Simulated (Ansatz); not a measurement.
TaWC2:

```
W Ta C
1.0
     1.57186    0.90751    5.10162
    -1.57186    0.90751    5.10162
     0.00000   -1.81502    5.10162
W Ta C
1 1 2
Direct
  0.00000 0.00000 0.00000
  0.50000 0.50000 0.50000
  0.25093 0.25093 0.25093
  0.74907 0.74907 0.74907
```

The cell comes from a database or a generator and needn't be the stable form of this composition.

Base run:

```yaml
Program: Ansatz 0.2.0
Functional: PBE
Potentials_or_basis: Ansatz PAW
Cutoff: 420 eV
Density_cutoff: 1680 eV
k_mesh: 10 × 10 × 10
Occupations: fermi-dirac, width 0.05 eV
Spin: no spin polarisation
```

Its results: band gap on the k mesh none (metal or under the smearing width); pressure -2.6 GPa; largest force 0.056 eV/Å.

**Question.** The run is repeated on the same cell with these changes: functional from PBE to LDA. What comes out?

**Answer.** Band gap on the k mesh none (metal or under the smearing width); pressure -16.6 GPa; largest force 0.082 eV/Å.

LDA binds more tightly than PBE, so the same cell stands under less pressure.

Caveats: the PAW data sets come from PBE, with cores solved anew for the run's functional, which leaves a small shift of forces and pressure (some runs).

Not every run made on this cell is shown here.
